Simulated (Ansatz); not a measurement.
# AlH2Se radical (SMILES [AlH][SeH]): functionals against CCSD(T) at one geometry

How do the functionals fare away from a minimum? The structure is a structure displaced at random from a GFN2-xTB minimum.

The runs use Ansatz 0.2.0, Gaussian basis; single points in def2-TZVPP.

Correlated methods freeze the cores. Filled d shells of the heavier atoms are correlated. Orbitals are unrestricted.

## (1) The system as given

SMILES `[AlH][SeH]`, 4 atoms, charge 0, spin multiplicity 2.

Atoms are counted from 1 here; the program's logs count them from 0.

Bond lengths: Al1–Se2 2.388 Å, Al1–H3 1.519 Å, Se2–H4 1.536 Å. Angles: Se2–Al1–H3 121.7°, Al1–Se2–H4 82.4°.

As a file:

```
Al   -0.0659   -1.0877   -0.0807
Se    0.7981    1.0641   -0.6497
H    -0.1873   -1.5438    1.3636
H    -0.6768    1.4683   -0.5106
```

## (2) CCSD(T)/def2-TZVPP

Contents of run/in.yaml:

```yaml
crystal:
  periodic: [false, false, false]
  atoms:
    - {symbol: Al, position_ang: [-0.065900, -1.087700, -0.080700]}
    - {symbol: Se, position_ang: [0.798100, 1.064100, -0.649700]}
    - {symbol: H, position_ang: [-0.187300, -1.543800, 1.363600]}
    - {symbol: H, position_ang: [-0.676800, 1.468300, -0.510600]}
basis:
  gaussian: {orbitals: def2-TZVPP}
magnetization: {spin_polarized: true, initial_magnetization: 1}
correlation: {method: ccsd_t}
scf: {omitted_lower_state_checks: [cluster_reference]}
output: {forces: true}
```

The command line of these runs was not kept.

## (3) PBE0-D4/def2-TZVPP

run/in.yaml, as its differences from that of step 2:

```diff
@@ -10,4 +10,3 @@
 magnetization: {spin_polarized: true, initial_magnetization: 1}
-correlation: {method: ccsd_t}
-scf: {omitted_lower_state_checks: [cluster_reference]}
-output: {forces: true}
+hamiltonian: {xc: pbe0, dispersion: d4}
+output: {forces: true, orbitals: {seedname: orbitals}}
```

## (4) wB97M-V/def2-TZVPP

run/in.yaml, as its differences from that of step 3:

```diff
@@ -10,3 +10,3 @@
 magnetization: {spin_polarized: true, initial_magnetization: 1}
-hamiltonian: {xc: pbe0, dispersion: d4}
-output: {forces: true, orbitals: {seedname: orbitals}}
+hamiltonian: {xc: {name: wB97M-V}}
+output: {forces: true}
```

## (5) r2SCAN-D4/def2-TZVPP

run/in.yaml, as its differences from that of step 4:

```diff
@@ -10,3 +10,3 @@
 magnetization: {spin_polarized: true, initial_magnetization: 1}
-hamiltonian: {xc: {name: wB97M-V}}
+hamiltonian: {xc: r2scan, dispersion: d4}
 output: {forces: true}
```

## (6) PBE-D4/def2-TZVPP

run/in.yaml, as its differences from that of step 5:

```diff
@@ -10,3 +10,3 @@
 magnetization: {spin_polarized: true, initial_magnetization: 1}
-hamiltonian: {xc: r2scan, dispersion: d4}
+hamiltonian: {xc: pbe, dispersion: d4}
 output: {forces: true}
```

## (7) BHLYP-D4/def2-TZVPP

run/in.yaml, as its differences from that of step 6:

```diff
@@ -10,3 +10,3 @@
 magnetization: {spin_polarized: true, initial_magnetization: 1}
-hamiltonian: {xc: pbe, dispersion: d4}
+hamiltonian: {xc: {name: BHLYP}, dispersion: d4}
 output: {forces: true}
```

## (8) revPBE-D4/def2-TZVPP

run/in.yaml, as its differences from that of step 7:

```diff
@@ -10,3 +10,3 @@
 magnetization: {spin_polarized: true, initial_magnetization: 1}
-hamiltonian: {xc: {name: BHLYP}, dispersion: d4}
+hamiltonian: {xc: {name: revPBE}, dispersion: d4}
 output: {forces: true}
```

(Steps that only read results are left out.)

Before running it: what results should come out? Wanted: energy less free atoms, CCSD(T)/def2-TZVPP; RMS force component; RMS force error; HOMO and LUMO, PBE0-D4; T1 diagnostic.

As calculated:

```
                                  quantity                                                                                              value
energy less free atoms, CCSD(T)/def2-TZVPP                                                                                          -8.441 eV
                       RMS force component                                                               0.666 to 0.720 eV/Å over the methods
                           RMS force error  PBE0-D4 0.037, wB97M-V 0.022, r2SCAN-D4 0.029, PBE-D4 0.169, BHLYP-D4 0.092, revPBE-D4 0.196 eV/Å
                    HOMO and LUMO, PBE0-D4                                                                                 -5.49 and -2.34 eV
                             T1 diagnostic                                                                                              0.012
```

**Reading.** Against CCSD(T) the functionals' energies less atoms differ by -0.458 to -0.034 eV, PBE-D4 by -0.303 eV. A larger basis would deepen the CCSD(T) value, while the functionals are nearly converged already, so the order here is not reliable. For forces wB97M-V does best and revPBE-D4 worst. Frozen-core CCSD(T) forces in triple zeta carry basis errors of their own, and this is one geometry, so small gaps rank nothing.
